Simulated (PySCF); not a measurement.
# The bond of MgPb−, level by level

What are the lowest state that PBE0 finds, the bond length, vibrational wavenumber and bond energy of MgPb−, and how much do these hang on the method?

Method: Mg aug-cc-pVDZ, Pb aug-cc-pVDZ-PP with ECP60, scalar-relativistic core potentials; program: PySCF 2.14.0.

2 further runs of the same task are left out: 2 set aside as unsound or not needed.

## (1) Set-up

Settings of the job:

- atoms: Mg, Pb
- charge: -1
- basis: Mg aug-cc-pVDZ, Pb aug-cc-pVDZ-PP with ECP60
- Hamiltonian: scalar-relativistic core potentials
- basis functions: 59
- electrons treated: 35
- masses in u: 23.9850, 207.9766
- levels: PBE0, PBE, r²SCAN, PW91, BP86, BLYP, ωB97X, HF, MP2, SCS-MP2
- grid: 80 radial by 434 angular points
- occupations: held fixed by the projection of orbital angular momentum
- dissociation limit: Mg + Pb−, each in its ground configuration
- starting distance in angstrom: 2.850
- values of 2S to try: 1, 3

Launch:

```console
$ OMP_NUM_THREADS=1 python dia.py task.json out
```

The job searches for the state first and then visits each distance with every level. Its results follow level by level.

## (2) PBE0 along the bond

State followed: ⁴Σ⁻ (quartet), unpaired electrons σ ↑, π ↑↑. The scan is laid around 2.997 Å.

Output of the SCF at 2.997 Å:

```text
******** <class 'pyscf.dft.uks_symm.SymAdaptedUKS'> ********
method = SymAdaptedUKS
initial guess = minao
damping factor = 0
level_shift factor = 0
DIIS = <class 'pyscf.scf.diis.CDIIS'>
diis_start_cycle = 1
diis_space = 10
diis_damp = 0
SCF conv_tol = 1e-09
SCF conv_tol_grad = None
SCF max_cycles = 60
direct_scf = False
max_memory 909 MB (current use 312 MB)
number electrons alpha = 19  beta = 16
XC library pyscf.dft.libxc version 7.0.0
    S. Lehtola, C. Steigemann, M. J.T. Oliveira, and M. A.L. Marques.,  SoftwareX 7, 1–5 (2018)
XC functionals = PBE0
    C. Adamo and V. Barone.,  J. Chem. Phys. 110, 6158 (1999)
    M. Ernzerhof and G. E. Scuseria.,  J. Chem. Phys. 110, 5029 (1999)
small_rho_cutoff = 0
Overwritten attributes  get_occ get_hcore get_j get_k get_jk  of <class 'pyscf.dft.uks_symm.SymAdaptedUKS'>
<class 'pyscf.dft.uks_symm.SymAdaptedUKS'> does not have attributes  refdm
Set gradient conv threshold to 3.16228e-05
init E= -392.872916049466
cycle= 1 E= -392.873059821727  delta_E= -0.000144  |g|= 0.00421  |ddm|= 0.0729
cycle= 2 E= -392.873070458727  delta_E= -1.06e-05  |g|= 0.00478  |ddm|= 0.0374
cycle= 3 E= -392.873099941038  delta_E= -2.95e-05  |g|= 0.000781  |ddm|= 0.0183
cycle= 4 E= -392.873101116129  delta_E= -1.18e-06  |g|= 0.000317  |ddm|= 0.00377
cycle= 5 E= -392.873101790135  delta_E= -6.74e-07  |g|= 0.000171  |ddm|= 0.00396
cycle= 6 E= -392.873101922462  delta_E= -1.32e-07  |g|= 4.36e-05  |ddm|= 0.00174
cycle= 7 E= -392.873101935755  delta_E= -1.33e-08  |g|= 7.34e-06  |ddm|= 0.000735
cycle= 8 E= -392.873101936142  delta_E= -3.88e-10  |g|= 1.57e-06  |ddm|= 0.000123
Extra cycle  E= -392.873101936151  delta_E= -8.07e-12  |g|= 1.05e-06  |ddm|= 1.42e-05
converged SCF energy = -392.873101936151  <S^2> = 3.7634429  2S+1 = 4.0067158
```

The curve and what changes along it:

```csv
R (Å),E (eV),μ (D),Mulliken charge of Mg (e),Mayer bond order,⟨S²⟩,HOMO (eV),LUMO (eV)
2.5774,0.2950,5.34,-0.65,1.03,3.76,0.19,1.93
2.6973,0.1251,5.33,-0.58,0.95,3.76,0.14,1.97
2.8172,0.0365,5.32,-0.52,0.87,3.76,0.08,2.01
2.9071,0.0070,5.29,-0.47,0.80,3.76,0.05,2.03
2.9970,0.0000,5.26,-0.43,0.74,3.76,0.01,2.05
3.0869,0.0090,5.22,-0.40,0.68,3.76,-0.02,2.05
3.2068,0.0379,5.14,-0.36,0.61,3.76,-0.05,2.04
3.3566,0.0899,5.01,-0.33,0.53,3.77,-0.10,2.04
3.5365,0.1627,4.82,-0.30,0.46,3.76,-0.13,2.03
3.7762,0.2614,4.49,-0.26,0.39,3.76,-0.16,2.02
```

Fit: Re = 2.987 Å, ωe = 161.0 cm⁻¹, ωexe = 1.22 cm⁻¹, αe = 0.000797 cm⁻¹, Be = 0.08789 cm⁻¹, De = 0.85 eV, μ = 5.27 D.

Orbitals nearest the gap at 2.997 Å:

```csv
spin,orbital,ε (eV),filled,made of
β,δ,-17.88,yes,Pb d 100 %
β,π,-17.88,yes,Pb d 100 %
β,π,-17.88,yes,Pb d 100 %
α,σ,-8.93,yes,Pb s 97 %
β,σ,-7.29,yes,Pb s 91 %
α,σ,-2.15,yes,"Mg s 64 %, Pb p 33 %"
β,σ,-1.34,yes,"Mg s 87 %, Pb p 13 %"
α,π,-0.41,yes,Pb p 91 %
α,π,-0.41,yes,Pb p 91 %
α,σ,0.01,yes,"Pb p 40 %, Mg s 34 %, Mg p 27 %"
β,π,2.05,no,"Mg p 60 %, Pb p 39 %"
β,π,2.05,no,"Mg p 60 %, Pb p 39 %"
α,σ,2.16,no,"diffuse, shares unclear"
α,π,2.20,no,"diffuse, shares unclear"
```

Polarisability there: 477.6 bohr³ along the bond, 228.3 across it.

## (3) Fields at the reference distance

Orbitals, density, ELF and potential are computed afterwards from the orbital file.

Frontier orbitals at PBE0 (alpha spin), with the share of their density that lies nearest to each atom:

```csv
orbital,energy (eV),lies on
HOMO-1,-0.41,Pb2 87 %; Mg1 13 %
HOMO,0.01,Mg1 56 %; Pb2 44 %
LUMO,2.16,Pb2 55 %; Mg1 45 %
```

ELF in a plane through or near 2 of the atoms.

Values, 10 rows by 14 columns:
```
0.16 0.44 0.62 0.60 0.34 0.20 0.21 0.31 0.42 0.51 0.51 0.40 0.24 0.08
0.66 0.90 0.95 0.92 0.72 0.51 0.43 0.42 0.53 0.64 0.65 0.58 0.44 0.24
0.89 0.98 0.99 0.97 0.76 0.63 0.58 0.50 0.56 0.59 0.61 0.64 0.55 0.36
0.97 0.99 0.99 0.68 0.07 0.14 0.62 0.54 0.39 0.36 0.36 0.58 0.64 0.47
0.99 1.00 0.97 0.09 0.82 0.48 0.31 0.49 0.40 0.72 0.73 0.43 0.65 0.53
0.99 1.00 0.96 0.08 0.73 0.70 0.23 0.47 0.47 0.14 0.75 0.41 0.65 0.54
0.98 1.00 0.99 0.26 0.33 0.10 0.48 0.52 0.34 0.59 0.49 0.50 0.65 0.51
0.95 0.99 0.99 0.93 0.43 0.47 0.64 0.53 0.51 0.43 0.48 0.63 0.60 0.42
0.84 0.96 0.98 0.96 0.79 0.62 0.54 0.48 0.56 0.62 0.64 0.63 0.52 0.32
0.39 0.73 0.85 0.81 0.55 0.35 0.31 0.37 0.48 0.59 0.60 0.50 0.35 0.16
```
The map spans 8.2 Å across and 5.2 Å up, centred on the molecule. Atoms in the plane (x, y in Å): Mg1 (-1.5, 0.0), Pb2 (1.5, 0.0).

On the surface of density 0.002 e/bohr³ the electrostatic potential runs, from the 1st to the 99th percentile, from -4.28 V near Pb2 to -3.30 V near Mg1.

The spin density lies nearest to Pb2 77 %; Mg1 23 %.

Core electrons inside the core potentials are missing from the density.

## (4) Excited determinants

State 2: Ms = 0.5 determinant of mixed spin (⟨S²⟩ = 1.77), unpaired electrons σ ↑, π ↑↓, an excited solution.

Output of the SCF at 2.997 Å:

```text
[... 13 set-up lines left out, the same as in an earlier log ...]
max_memory 909 MB (current use 369 MB)
number electrons alpha = 18  beta = 17
[... 7 set-up lines left out, the same as in an earlier log ...]
init E= -392.859860158776
cycle= 1 E= -392.860107459929  delta_E= -0.000247  |g|= 0.00493  |ddm|= 0.0749
cycle= 2 E= -392.860122876077  delta_E= -1.54e-05  |g|= 0.00537  |ddm|= 0.0404
cycle= 3 E= -392.860157507395  delta_E= -3.46e-05  |g|= 0.000987  |ddm|= 0.0207
cycle= 4 E= -392.860159124268  delta_E= -1.62e-06  |g|= 0.00042  |ddm|= 0.00462
cycle= 5 E= -392.860160065001  delta_E= -9.41e-07  |g|= 0.000225  |ddm|= 0.00437
cycle= 6 E= -392.86016027636  delta_E= -2.11e-07  |g|= 4.25e-05  |ddm|= 0.00206
cycle= 7 E= -392.860160288953  delta_E= -1.26e-08  |g|= 5.81e-06  |ddm|= 0.00071
cycle= 8 E= -392.860160289198  delta_E= -2.45e-10  |g|= 1.51e-06  |ddm|= 0.000105
Extra cycle  E= -392.860160289204  delta_E= -5.68e-12  |g|= 1.34e-06  |ddm|= 1.87e-05
converged SCF energy = -392.860160289204  <S^2> = 1.7695112  2S+1 = 2.8421902
```

Re = 2.941 Å, ωe = 178.0 cm⁻¹; the determinant mixes terms (⟨S²⟩ = 1.77, ⟨Lz²⟩ = 2.01), so these belong to no real state. Its minimum lies 0.35 eV above that of the lowest state.

Energy (eV) from the lowest point of the lowest state:

```csv
R (Å),lowest,state 2
2.577,0.295,0.612
2.697,0.125,0.450
2.817,0.036,0.371
2.907,0.007,0.350
2.997,0.000,0.352
3.087,0.009,0.371
3.207,0.038,0.413
3.357,0.090,0.480
3.537,0.163,0.569
3.776,0.261,0.684
```

## (5) PBE (GGA)

The SCF at the reference distance, 2.997 Å, printed:

```text
[... 17 set-up lines left out, the same as in an earlier log ...]
XC functionals = PBE
    J. P. Perdew, K. Burke, and M. Ernzerhof.,  Phys. Rev. Lett. 77, 3865 (1996)
    J. P. Perdew, K. Burke, and M. Ernzerhof.,  Phys. Rev. Lett. 78, 1396 (1997)
    J. P. Perdew, K. Burke, and M. Ernzerhof.,  Phys. Rev. Lett. 77, 3865 (1996)
    J. P. Perdew, K. Burke, and M. Ernzerhof.,  Phys. Rev. Lett. 78, 1396 (1997)
[... 2 set-up lines left out, the same as in an earlier log ...]
init E= -392.881555935043
cycle= 1 E= -392.882665282844  delta_E= -0.00111  |g|= 0.0167  |ddm|= 0.255
cycle= 2 E= -392.881491993352  delta_E= 0.00117  |g|= 0.0323  |ddm|= 0.184
cycle= 3 E= -392.882935366715  delta_E= -0.00144  |g|= 0.00429  |ddm|= 0.138
cycle= 4 E= -392.882973177863  delta_E= -3.78e-05  |g|= 0.000983  |ddm|= 0.0279
cycle= 5 E= -392.882974827284  delta_E= -1.65e-06  |g|= 0.000244  |ddm|= 0.00476
cycle= 6 E= -392.882974919948  delta_E= -9.27e-08  |g|= 9.81e-05  |ddm|= 0.00165
cycle= 7 E= -392.882974944403  delta_E= -2.45e-08  |g|= 8.58e-06  |ddm|= 0.000578
cycle= 8 E= -392.882974944564  delta_E= -1.6e-10  |g|= 2.22e-06  |ddm|= 0.000105
Extra cycle  E= -392.882974944565  delta_E= -7.96e-13  |g|= 2.83e-06  |ddm|= 4.74e-05
converged SCF energy = -392.882974944565  <S^2> = 3.7558485  2S+1 = 4.0029232
```

Re = 2.991 Å, ωe = 162.2 cm⁻¹, ωexe = 1.20 cm⁻¹, αe = 0.000771 cm⁻¹, Be = 0.08763 cm⁻¹, De = 0.89 eV, μ = 5.30 D. 8.3 s of CPU time for 12 points, integrals apart.

## (6) r²SCAN (meta-GGA)

Log of the SCF at 2.997 Å:

```text
[... 17 set-up lines left out, the same as in an earlier log ...]
XC functionals = R2SCAN
    J. W. Furness, A. D. Kaplan, J. Ning, J. P. Perdew, and J. Sun.,  J. Phys. Chem. Lett. 11, 8208-8215 (2020)
    J. W. Furness, A. D. Kaplan, J. Ning, J. P. Perdew, and J. Sun.,  J. Phys. Chem. Lett. 11, 9248-9248 (2020)
    J. W. Furness, A. D. Kaplan, J. Ning, J. P. Perdew, and J. Sun.,  J. Phys. Chem. Lett. 11, 8208-8215 (2020)
    J. W. Furness, A. D. Kaplan, J. Ning, J. P. Perdew, and J. Sun.,  J. Phys. Chem. Lett. 11, 9248-9248 (2020)
[... 2 set-up lines left out, the same as in an earlier log ...]
init E= -393.040643327719
cycle= 1 E= -393.041214334879  delta_E= -0.000571  |g|= 0.00591  |ddm|= 0.258
cycle= 2 E= -393.041131555272  delta_E= 8.28e-05  |g|= 0.00983  |ddm|= 0.0701
cycle= 3 E= -393.041290303467  delta_E= -0.000159  |g|= 0.00111  |ddm|= 0.0414
cycle= 4 E= -393.041292944366  delta_E= -2.64e-06  |g|= 0.000662  |ddm|= 0.0103
cycle= 5 E= -393.041293976579  delta_E= -1.03e-06  |g|= 0.000223  |ddm|= 0.00623
cycle= 6 E= -393.041294095757  delta_E= -1.19e-07  |g|= 4.85e-05  |ddm|= 0.00192
cycle= 7 E= -393.041294107068  delta_E= -1.13e-08  |g|= 1.9e-05  |ddm|= 0.000723
cycle= 8 E= -393.041294108353  delta_E= -1.29e-09  |g|= 3.46e-06  |ddm|= 0.000185
cycle= 9 E= -393.041294108426  delta_E= -7.29e-11  |g|= 1.04e-06  |ddm|= 5.92e-05
Extra cycle  E= -393.041294108427  delta_E= -1.25e-12  |g|= 1.25e-06  |ddm|= 1.41e-05
converged SCF energy = -393.041294108427  <S^2> = 3.7739581  2S+1 = 4.0119612
```

Re = 2.977 Å, ωe = 165.2 cm⁻¹, ωexe = 1.17 cm⁻¹, αe = 0.000767 cm⁻¹, Be = 0.08843 cm⁻¹, De = 0.91 eV, μ = 5.28 D.

## (7) PW91 (GGA)

Output of the SCF at 2.997 Å:

```text
[... 13 set-up lines left out, the same as in an earlier log ...]
max_memory 909 MB (current use 370 MB)
[... 3 set-up lines left out, the same as in an earlier log ...]
XC functionals = PW91,PW91
    J. P. Perdew. In P. Ziesche and H. Eschrig, editors, Proceedings of the 75. WE-Heraeus-Seminar and 21st Annual International Symposium on Electronic Structure of Solids, 11. Berlin, 1991. Akademie Verlag.
    J. P. Perdew, J. A. Chevary, S. H. Vosko, K. A. Jackson, M. R. Pederson, D. J. Singh, and C. Fiolhais.,  Phys. Rev. B 46, 6671 (1992)
    J. P. Perdew, J. A. Chevary, S. H. Vosko, K. A. Jackson, M. R. Pederson, D. J. Singh, and C. Fiolhais.,  Phys. Rev. B 48, 4978 (1993)
    J. P. Perdew. In P. Ziesche and H. Eschrig, editors, Proceedings of the 75. WE-Heraeus-Seminar and 21st Annual International Symposium on Electronic Structure of Solids, 11. Berlin, 1991. Akademie Verlag.
    J. P. Perdew, J. A. Chevary, S. H. Vosko, K. A. Jackson, M. R. Pederson, D. J. Singh, and C. Fiolhais.,  Phys. Rev. B 46, 6671 (1992)
    J. P. Perdew, J. A. Chevary, S. H. Vosko, K. A. Jackson, M. R. Pederson, D. J. Singh, and C. Fiolhais.,  Phys. Rev. B 48, 4978 (1993)
[... 2 set-up lines left out, the same as in an earlier log ...]
init E= -393.065113245334
cycle= 1 E= -393.066343241847  delta_E= -0.00123  |g|= 0.0121  |ddm|= 0.337
cycle= 2 E= -393.065746688653  delta_E= 0.000597  |g|= 0.0233  |ddm|= 0.164
cycle= 3 E= -393.066494604089  delta_E= -0.000748  |g|= 0.00317  |ddm|= 0.101
cycle= 4 E= -393.066515208611  delta_E= -2.06e-05  |g|= 0.000885  |ddm|= 0.0264
cycle= 5 E= -393.066516621272  delta_E= -1.41e-06  |g|= 0.000222  |ddm|= 0.0049
cycle= 6 E= -393.066516690403  delta_E= -6.91e-08  |g|= 9.14e-05  |ddm|= 0.00168
cycle= 7 E= -393.06651671146  delta_E= -2.11e-08  |g|= 1.02e-05  |ddm|= 0.00055
cycle= 8 E= -393.066516711686  delta_E= -2.26e-10  |g|= 2.02e-06  |ddm|= 0.000137
Extra cycle  E= -393.066516711685  delta_E= 1.36e-12  |g|= 2.68e-06  |ddm|= 5.95e-05
converged SCF energy = -393.066516711685  <S^2> = 3.7559562  2S+1 = 4.002977
```

Re = 2.986 Å, ωe = 162.8 cm⁻¹, ωexe = 1.21 cm⁻¹, αe = 0.000774 cm⁻¹, Be = 0.08791 cm⁻¹, De = 0.89 eV, μ = 5.22 D.

## (8) BP86 (GGA)

Log of the SCF at 2.997 Å:

```text
[... 17 set-up lines left out, the same as in an earlier log ...]
XC functionals = B88,P86
    A. D. Becke.,  Phys. Rev. A 38, 3098 (1988)
    J. P. Perdew.,  Phys. Rev. B 33, 8822 (1986)
[... 2 set-up lines left out, the same as in an earlier log ...]
init E= -393.143972219059
cycle= 1 E= -393.14536860682  delta_E= -0.0014  |g|= 0.0122  |ddm|= 0.269
cycle= 2 E= -393.145051251436  delta_E= 0.000317  |g|= 0.0188  |ddm|= 0.112
cycle= 3 E= -393.145446877142  delta_E= -0.000396  |g|= 0.00481  |ddm|= 0.0859
cycle= 4 E= -393.145492639671  delta_E= -4.58e-05  |g|= 0.000918  |ddm|= 0.0244
cycle= 5 E= -393.145494036788  delta_E= -1.4e-06  |g|= 0.000257  |ddm|= 0.00427
cycle= 6 E= -393.145494138938  delta_E= -1.02e-07  |g|= 9.87e-05  |ddm|= 0.00179
cycle= 7 E= -393.145494164524  delta_E= -2.56e-08  |g|= 4.81e-06  |ddm|= 0.00054
cycle= 8 E= -393.145494164605  delta_E= -8.05e-11  |g|= 1.76e-06  |ddm|= 6.39e-05
Extra cycle  E= -393.145494164605  delta_E= -4.55e-13  |g|= 1.95e-06  |ddm|= 2.7e-05
converged SCF energy = -393.145494164605  <S^2> = 3.7551747  2S+1 = 4.0025865
```

Re = 2.998 Å, ωe = 158.9 cm⁻¹, ωexe = 1.24 cm⁻¹, αe = 0.000798 cm⁻¹, Be = 0.08724 cm⁻¹, De = 0.83 eV, μ = 5.12 D.

## (9) BLYP

Log of the SCF at 2.997 Å:

```text
[... 17 set-up lines left out, the same as in an earlier log ...]
XC functionals = BLYP
[... 1 set-up line left out, the same as in an earlier log ...]
    C. Lee, W. Yang, and R. G. Parr.,  Phys. Rev. B 37, 785 (1988)
    B. Miehlich, A. Savin, H. Stoll, and H. Preuss.,  Chem. Phys. Lett. 157, 200 (1989)
[... 2 set-up lines left out, the same as in an earlier log ...]
init E= -392.948091253103
cycle= 1 E= -392.950098328172  delta_E= -0.00201  |g|= 0.0198  |ddm|= 0.439
cycle= 2 E= -392.94815057839  delta_E= 0.00195  |g|= 0.0406  |ddm|= 0.259
cycle= 3 E= -392.950548151468  delta_E= -0.0024  |g|= 0.00575  |ddm|= 0.183
cycle= 4 E= -392.95060898451  delta_E= -6.08e-05  |g|= 0.00117  |ddm|= 0.0368
cycle= 5 E= -392.950610934303  delta_E= -1.95e-06  |g|= 0.00019  |ddm|= 0.0048
cycle= 6 E= -392.95061099305  delta_E= -5.87e-08  |g|= 0.000104  |ddm|= 0.00208
cycle= 7 E= -392.950611020895  delta_E= -2.78e-08  |g|= 1.38e-05  |ddm|= 0.000622
cycle= 8 E= -392.950611021401  delta_E= -5.06e-10  |g|= 3.45e-06  |ddm|= 0.000164
Extra cycle  E= -392.950611021365  delta_E= 3.65e-11  |g|= 6.27e-06  |ddm|= 6.74e-05
converged SCF energy = -392.950611021365  <S^2> = 3.7535005  2S+1 = 4.0017499
```

Re = 3.042 Å, ωe = 146.8 cm⁻¹, ωexe = 1.32 cm⁻¹, αe = 0.000860 cm⁻¹, Be = 0.08472 cm⁻¹, De = 0.67 eV, μ = 5.01 D.

## (10) ωB97X

Output of the SCF at 2.997 Å:

```text
[... 17 set-up lines left out, the same as in an earlier log ...]
XC functionals = WB97X
    J.-D. Chai and M. Head-Gordon.,  J. Chem. Phys. 128, 084106 (2008)
[... 2 set-up lines left out, the same as in an earlier log ...]
init E= -392.976527753534
cycle= 1 E= -392.979303350773  delta_E= -0.00278  |g|= 0.0112  |ddm|= 0.389
cycle= 2 E= -392.979647069536  delta_E= -0.000344  |g|= 0.00473  |ddm|= 0.103
cycle= 3 E= -392.979750158732  delta_E= -0.000103  |g|= 0.00174  |ddm|= 0.0553
cycle= 4 E= -392.979765787548  delta_E= -1.56e-05  |g|= 0.000828  |ddm|= 0.021
cycle= 5 E= -392.97977020878  delta_E= -4.42e-06  |g|= 0.000268  |ddm|= 0.0153
cycle= 6 E= -392.979770704908  delta_E= -4.96e-07  |g|= 0.000131  |ddm|= 0.00469
cycle= 7 E= -392.979770824844  delta_E= -1.2e-07  |g|= 5.46e-05  |ddm|= 0.00221
cycle= 8 E= -392.979770852227  delta_E= -2.74e-08  |g|= 2.6e-05  |ddm|= 0.000697
cycle= 9 E= -392.979770859929  delta_E= -7.7e-09  |g|= 8.51e-06  |ddm|= 0.000473
cycle= 10 E= -392.979770860644  delta_E= -7.14e-10  |g|= 2.49e-06  |ddm|= 0.000177
Extra cycle  E= -392.979770860675  delta_E= -3.14e-11  |g|= 1.59e-06  |ddm|= 3.07e-05
converged SCF energy = -392.979770860675  <S^2> = 3.7677511  2S+1 = 4.0088657
```

Re = 2.954 Å, ωe = 171.0 cm⁻¹, ωexe = 1.13 cm⁻¹, αe = 0.000740 cm⁻¹, Be = 0.08982 cm⁻¹, De = 0.82 eV, μ = 5.15 D.

## (11) ROHF (mean field)

Output of the SCF at 2.997 Å:

```text
******** <class 'pyscf.scf.hf_symm.SymAdaptedROHF'> ********
method = SymAdaptedROHF
[... 11 set-up lines left out, the same as in an earlier log ...]
max_memory 909 MB (current use 371 MB)
num. doubly occ = 16  num. singly occ = 3
Overwritten attributes  get_occ get_hcore get_j get_k get_jk  of <class 'pyscf.scf.hf_symm.SymAdaptedROHF'>
<class 'pyscf.scf.hf_symm.SymAdaptedROHF'> does not have attributes  refdm
[... 1 set-up line left out, the same as in an earlier log ...]
init E= -391.475018092458
cycle= 1 E= -391.47777903285  delta_E= -0.00276  |g|= 0.0311  |ddm|= 0.513
cycle= 2 E= -391.478829288459  delta_E= -0.00105  |g|= 0.0115  |ddm|= 0.177
cycle= 3 E= -391.479117451727  delta_E= -0.000288  |g|= 0.00904  |ddm|= 0.172
cycle= 4 E= -391.479488814623  delta_E= -0.000371  |g|= 0.00513  |ddm|= 0.141
cycle= 5 E= -391.479652431823  delta_E= -0.000164  |g|= 0.00326  |ddm|= 0.0594
cycle= 6 E= -391.479766496413  delta_E= -0.000114  |g|= 0.00102  |ddm|= 0.0703
cycle= 7 E= -391.479768164559  delta_E= -1.67e-06  |g|= 0.000486  |ddm|= 0.0157
cycle= 8 E= -391.479769171641  delta_E= -1.01e-06  |g|= 0.000216  |ddm|= 0.0103
cycle= 9 E= -391.479769462692  delta_E= -2.91e-07  |g|= 7.77e-05  |ddm|= 0.0034
cycle= 10 E= -391.479769492642  delta_E= -3e-08  |g|= 2.72e-05  |ddm|= 0.00219
cycle= 11 E= -391.479769495286  delta_E= -2.64e-09  |g|= 1.37e-05  |ddm|= 0.00124
cycle= 12 E= -391.479769496074  delta_E= -7.88e-10  |g|= 2.46e-06  |ddm|= 0.000263
Extra cycle  E= -391.479769496084  delta_E= -9.44e-12  |g|= 2.04e-06  |ddm|= 0.000101
converged SCF energy = -391.479769496084
```

Re = 3.331 Å, ωe = 92.5 cm⁻¹, ωexe = 1.09 cm⁻¹, αe = 0.000983 cm⁻¹, Be = 0.07065 cm⁻¹, De = 0.321 eV, μ = 5.05 D.

## (12) Correlated methods on the Hartree–Fock reference

Reference: ROHF; core orbitals frozen: 5.

Correlation energy (eV) along the bond:

```csv
R (Å),MP2,SCS-MP2
2.577,-3.377,-3.181
2.697,-3.321,-3.135
2.817,-3.264,-3.086
2.907,-3.223,-3.051
2.997,-3.186,-3.018
3.087,-3.151,-2.988
3.207,-3.110,-2.951
3.357,-3.065,-2.911
3.537,-3.020,-2.872
3.776,-2.973,-2.831
```

ROHF-MP2: Re = 3.011 Å, ωe = 144.0 cm⁻¹, ωexe = 1.22 cm⁻¹, αe = 0.000912 cm⁻¹, Be = 0.08648 cm⁻¹, De = 0.66 eV.

ROHF-SCS-MP2: Re = 3.040 Å, ωe = 138.3 cm⁻¹, ωexe = 1.26 cm⁻¹, αe = 0.000929 cm⁻¹, Be = 0.08482 cm⁻¹, De = 0.60 eV.

## (13) All curves

Energy (eV) from each level's lowest point:

```csv
R (Å),ROHF,ROHF-MP2,ROHF-SCS-MP2,PBE,PW91,BLYP,BP86,r²SCAN,PBE0,ωB97X
2.577,0.538,0.289,0.318,0.304,0.298,0.342,0.306,0.290,0.295,0.265
2.697,0.317,0.125,0.143,0.131,0.127,0.159,0.133,0.121,0.125,0.104
2.817,0.175,0.040,0.050,0.039,0.037,0.056,0.041,0.033,0.036,0.024
2.907,0.105,0.010,0.014,0.008,0.007,0.017,0.009,0.005,0.007,0.001
2.997,0.058,0.000,0.000,0.000,0.000,0.000,0.000,0.000,0.000,0.000
3.087,0.027,0.004,0.000,0.008,0.009,0.000,0.007,0.011,0.009,0.015
3.207,0.006,0.024,0.016,0.037,0.039,0.017,0.034,0.043,0.038,0.053
3.357,0.000,0.064,0.049,0.090,0.092,0.055,0.083,0.099,0.090,0.115
3.537,0.011,0.120,0.100,0.164,0.167,0.112,0.153,0.177,0.163,0.200
3.776,0.040,0.196,0.170,0.263,0.267,0.190,0.247,0.283,0.261,0.313
```

The whole job (state search and all levels along the bond) took 2.3 min on 1 thread of Oxide Virtual Turin-like (shared host), peak memory 0.86 GiB.

## (14) Results

Lowest PBE0 solution found, without spin–orbit coupling: ⁴Σ⁻ (quartet), unpaired electrons σ ↑, π ↑↑. State 2 has its PBE0 minimum 0.35 eV higher, as a spin-mixed determinant (⟨S²⟩ = 1.77), so this is no gap between pure states. The other levels ran on the lowest alone.

```csv
level,Re (Å),ωe (cm⁻¹),De (eV),μ (D)
ROHF,3.331,92.5,0.321,5.05
ROHF-MP2,3.011,144.0,0.66,n/a
ROHF-SCS-MP2,3.040,138.3,0.60,n/a
PBE,2.991,162.2,0.89,5.30
PW91,2.986,162.8,0.89,5.22
BLYP,3.042,146.8,0.67,5.01
BP86,2.998,158.9,0.83,5.12
r²SCAN,2.977,165.2,0.91,5.28
PBE0,2.987,161.0,0.85,5.27
ωB97X,2.954,171.0,0.82,5.15
```

De is counted to Mg + Pb− in their ground configurations. A positive dipole points from Mg to Pb; in an ion it is taken about the centre of mass and does not tell which atom is negative.

Time per point (s) on 1 thread of Oxide Virtual Turin-like, shared host (CPU time, shared integrals of 0.6 s apart; correlated levels include their reference); the times are rough: ROHF 0.25, ROHF-MP2 0.47, ROHF-SCS-MP2 0.47, PBE 0.69, PW91 0.52, BLYP 0.49, BP86 0.48, r²SCAN 0.91, PBE0 1.3, ωB97X 1.3.

The methods spread over 0.377 Å in bond length, from ωB97X to ROHF. Among the levels with a De in the table, it runs from 0.321 eV (ROHF) to 0.91 eV (r²SCAN).

Correlated steps freeze 5 core orbitals. Spin–orbit coupling is left out, which matters for elements this heavy, above all for dissociation energies. With some functionals the highest level of the anion is positive, from self-interaction error or because the anion is truly unbound there; the finite basis then holds the extra electron, and no neutral molecule was run to test the binding. With spin–orbit coupling the term label itself may not hold.
